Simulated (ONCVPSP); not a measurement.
# Cu: the cost of one run

Method: ONCVPSP 4.0.1.1 (patched build), LDA (Perdew-Wang 92), scalar-relativistic.

## (1) The design

The settings as typed:

```json
{"element": "copper (Cu, Z = 29)", "type": "optimised norm-conserving Vanderbilt (ONCV)", "frozen core": "[Ne]", "valence charge": "19", "reference configuration": "3s2 3p6 3d10 4s1", "partial waves": "3s+4s: rc 1.20 bohr, ncon 4, nbas 8, qcut 13.2 1/bohr, 2 projectors; 3p: rc 0.95 bohr, ncon 4, nbas 9, qcut 14.7 1/bohr, 1 projector; 3d: rc 0.85 bohr, ncon 3, nbas 8, qcut 20.3 1/bohr, 1 projector", "local potential": "polynomial inside 0.85 bohr (lpopt 5, dvloc0 6 Ha)", "core correction": "not asked for"}
```

The outer shells as boxes (Hund's rule for the drawing; the calculation is spin-unpolarised):

```
[Ne] core
3s [↑↓]
3p [↑↓][↑↓][↑↓]
3d [↑↓][↑↓][↑↓][↑↓][↑↓]
4s [↑ ]
```

An earlier all-electron run gives the scale for the radii.

All-electron outer shells of the reference configuration (LDA (PZ), scalar-relativistic, ld1.x):

```tsv
shell	level (eV)	outermost node (bohr)	outermost maximum (bohr)
2p	-916.44	–	0.16
3s	-114.15	0.29	0.61
3p	-72.03	0.26	0.62
3d	-5.32	–	0.60
4s	-4.87	0.89	2.24
4p	-0.79	0.98	3.52
```

## (2) Generation

The input, Cu.dat:

```
# ATOM AND REFERENCE CONFIGURATION
# atsym  z   nc   nv     iexc    psfile
  Cu 29.00    3    4  -001012      upf
#
#   n    l    f
    1    0    2.00
    2    0    2.00
    2    1    6.00
    3    0    2.00
    3    1    6.00
    3    2   10.00
    4    0    1.00
#
# PSEUDOPOTENTIAL AND OPTIMIZATION
# lmax
    2
#
#   l,   rc,      ep,       ncon, nbas, qcut
    0    1.20    0.00    4    8   13.20
    1    0.95    0.00    4    9   14.70
    2    0.85    0.00    3    8   20.30
#
# LOCAL POTENTIAL
# lloc, lpopt,  rc(5),   dvloc0
    4    5    0.85    6.00
#
# VANDERBILT-KLEINMAN-BYLANDER PROJECTORs
# l, nproj, debl
    0    2    0.70
    1    1    1.50
    2    1    2.30
#
# MODEL CORE CHARGE
# icmod, fcfact, rcfact
    0    0.00    0.00
#
# LOG DERIVATIVE ANALYSIS
# epsh1, epsh2, depsh
   -6.00    5.00    0.04
#
# OUTPUT GRID
# rlmax, drl
    6.00    0.01
#
# TEST CONFIGURATIONS
# ncnf
    4
# nvcnf
#   n    l    f
    4
    3    0    2.00
    3    1    6.00
    3    2   10.00
    4    0    0.00
#
    4
    3    0    2.00
    3    1    6.00
    3    2    9.00
    4    0    0.00
#
    4
    3    0    2.00
    3    1    6.00
    3    2    8.00
    4    0    0.00
#
    4
    3    0    1.00
    3    1    6.00
    3    2   10.00
    4    0    1.00
#
```

The run is started by

```bash
oncvpsp.x < Cu.dat > Cu.out
```

**Question.** How long does this run take on 1 thread of Neoverse-N1, shared host?

About 3.5 s.
